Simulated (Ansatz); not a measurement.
**NaHg2: how the settings move a single-point run**

Aim: see which settings change the result for NaHg2, by how much, and at what cost.

Method: reference: DFT, r2SCAN, PAW with Ansatz's default frozen-core files, scalar-relativistic, in Ansatz 0.2.0.

1 further run of the same task is left out (it didn't finish).

## Step 1: The structure to begin with

Symmetry: Cmmm, No. 65, orthorhombic system. Conventional cell: a = 5.029 Å, b = 8.710 Å, c = 3.230 Å, α = 90.00°, β = 90.00°, γ = 90.00°. Na (site symmetry mmm) is surrounded by 8 Hg at 3.13 Å and 2 Na at 3.23 Å. Hg (site symmetry m2m) has 1 Hg at 1.86 Å as nearest neighbours.

As a file:

```cif
data_structure
_symmetry_space_group_name_H-M 'P 1'
_symmetry_Int_Tables_number 1
_cell_length_a 5.0290
_cell_length_b 5.0290
_cell_length_c 3.2304
_cell_angle_alpha 90.000
_cell_angle_beta 90.000
_cell_angle_gamma 120.000
_cell_volume 70.75
loop_
_atom_site_label
_atom_site_type_symbol
_atom_site_fract_x
_atom_site_fract_y
_atom_site_fract_z
_atom_site_occupancy
Na1 Na 0.00000 0.00000 0.00000 1
Hg1 Hg 0.21333 0.60667 0.50000 1
Hg2 Hg 0.78667 0.39333 0.50000 1
```

## Step 2: Baseline

Input file input.yaml:

```yaml
crystal:
  lattice:
    - [5.029, 0.0, 0.0]
    - [-2.5145, 4.3552417556, 0.0]
    - [0.0, 0.0, 3.2304]
  atoms:
    - { symbol: Na, position: [0.0, 0.0, 0.0] }
    - { symbol: Hg, position: [0.2133333333, 0.6066666667, 0.5] }
    - { symbol: Hg, position: [0.7866666667, 0.3933333333, 0.5] }
kpoints:
  mp_grid: { grid: [7, 7, 9] }
scf:
  occupations: { method: fermi_dirac, width: 0.05 }
hamiltonian:
  xc: r2scan
  pseudopotentials: { kind: paw, partial_waves: polarizable }
output:
  forces: true
  stress: true
  eigenvalues: true
```

Launch:

```console
$ ansatz run input.yaml --threads 1 --pin off --max-ram 3072MiB --backend cpu --events-out ev --progress --plain --runs-dir out
```

## Step 3: Changed: eigensolver.kind davidson, basis.precision f64, ecutwfc 350 eV, accuracy low

Changes to input.yaml since step 2:

```diff
@@ -13,2 +13,3 @@
   occupations: { method: fermi_dirac, width: 0.05 }
+  eigensolver: { kind: davidson }
 hamiltonian:
@@ -20 +21,5 @@
   eigenvalues: true
+basis:
+  precision: f64
+  ecutwfc: "350 eV"
+accuracy: low
```

What does the calculation give? Wanted: for each run, ending; energy change; pressure; gap; force.

The runs gave:

```tsv
run	ending	energy change	pressure (GPa)	gap (eV)	force (eV/Å)	cycles	time
reference	converged	0	65.2	0.00	46.41	9	21 s
1: eigensolver.kind davidson, basis.precision f64, ecutwfc 350 eV, accuracy low	converged	+13.0 meV/atom	65.3	0.00	46.46	9	18 s
```

Residual by cycle in the longest SCF loop of each run; runs are numbered as in the table. The quantity is the density residual dr2, in eV.

```tsv
cycle	reference	run 1
1	0.0455	0.0437
2	0.034	0.0322
3	0.00266	0.00278
4	5.2e-4	4.3e-4
5	7.4e-5	8.4e-5
6	8.5e-6	1.0e-5
7	8.4e-7	1.0e-6
8	1.5e-7	1.6e-7
9	7.6e-9	1.3e-8
```

**Reading.** Changing the solver, arithmetic precision, cutoff and accuracy level moves the energy by +13.0 meV/atom, and the largest force goes from 46.41 to 46.46 eV/Å. The log warns that the cutoff is under what these potentials recommend, so the shift holds truncation error. Run 1 ran under the cutoff that the potentials recommend, as the log warns, so basis error is mixed into its values. The structure is not at rest: the sound run finds 65 GPa, so these are no properties of the relaxed crystal. 
